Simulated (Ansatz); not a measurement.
Geometry optimisation, DFT r2SCAN-D3(BJ), scalar-relativistic, plane waves, PAW (Ansatz).

Input:

```yaml
accuracy: low
crystal:
  lattice:
    - [0.0, 4.4169, 4.4169]
    - [4.4169, 0.0, 4.4169]
    - [4.4169, 4.4169, 0.0]
  atoms:
    - { symbol: Mn, position: [0.0, 0.0, 0.0], spin: 3.5 }
    - { symbol: O, position: [0.25, 0.25, 0.25] }
    - { symbol: Mn, position: [0.0, 0.0, 0.5], spin: 3.5 }
    - { symbol: O, position: [0.25, 0.25, 0.75] }
    - { symbol: Mn, position: [0.0, 0.5, 0.0], spin: 3.5 }
    - { symbol: O, position: [0.25, 0.75, 0.25] }
    - { symbol: Mn, position: [0.0, 0.5, 0.5], spin: 3.5 }
    - { symbol: O, position: [0.25, 0.75, 0.75] }
    - { symbol: Mn, position: [0.5, 0.0, 0.0], spin: 3.5 }
    - { symbol: O, position: [0.75, 0.25, 0.25] }
    - { symbol: Mn, position: [0.5, 0.0, 0.5], spin: 3.5 }
    - { symbol: O, position: [0.75, 0.25, 0.75] }
    - { symbol: Mn, position: [0.5, 0.5, 0.0], spin: 3.5 }
    - { symbol: O, position: [0.75, 0.75, 0.25] }
    - { symbol: Mn, position: [0.5, 0.5, 0.5], spin: 3.5 }
    - { symbol: O, position: [0.75, 0.75, 0.75] }
    - { symbol: Li, position: [0.8727805, 0.8768209, 0.37614], spin: 1.0 }
magnetization:
  spin_polarized: true
basis:
  ecutwfc: 500.0
kpoints:
  mp_grid: { grid: [2, 2, 2] }
hamiltonian:
  xc: r2scan
  dispersion: d3bj
scf:
  occupations: { method: fermi_dirac, width: 0.05 }
  lower_state_search: "off"
relax:
  f_tol: 0.08
  max_steps: 25
  adjacent_minimum: "off"
```

Launched with:

```bash
$ ansatz run input.yaml --threads 4 --pin off --max-ram 10240MiB --backend cpu --events-out ev --progress --plain --runs-dir out
```

Problem. Where does it end, and by what steps?

Solution. The run converged. The threshold is loose, so the end isn't yet a minimum. No Hubbard correction was used and the magnetic state wasn't searched. Limits of this set-up: coarse k mesh, low accuracy level. After 4 steps the energy has fallen by 1.856 eV; Mn11 moved furthest, 0.22 Å.

```
step  energy less start (eV)  largest force component (eV/Å)  accepted
   0                  0.0000                           2.554       yes
   1                 -1.2674                           1.380       yes
   2                 -1.7328                           0.605       yes
   3                 -1.8490                           0.106       yes
   4                 -1.8556                           0.059       yes
```

```xyz
17
Lattice="0.0000 4.4169 4.4169 4.4169 0.0000 4.4169 4.4169 4.4169 0.0000" Properties=species:S:1:pos:R:3
Mn -0.127 -0.127 0.127
O 2.169 2.168 2.249
Mn 2.337 2.336 0.128
O 4.457 4.457 2.248
Mn 2.227 -0.019 2.190
O 4.453 2.172 4.381
Mn 4.290 2.335 2.081
O 6.586 4.457 4.377
Mn -0.018 2.226 2.190
O 2.174 4.452 4.382
Mn 2.337 4.288 2.080
O 4.457 6.586 4.377
Mn 2.227 2.227 4.435
O 4.453 4.452 6.661
Mn 4.399 4.399 4.435
O 6.591 6.590 6.660
Li 5.524 5.520 7.729
```

Whether the end is a true minimum wasn't checked by a vibrational analysis.

Time of the run: 93 s on 4 threads of Arm Neoverse V1, on a shared host, peak memory 1.2 GiB.
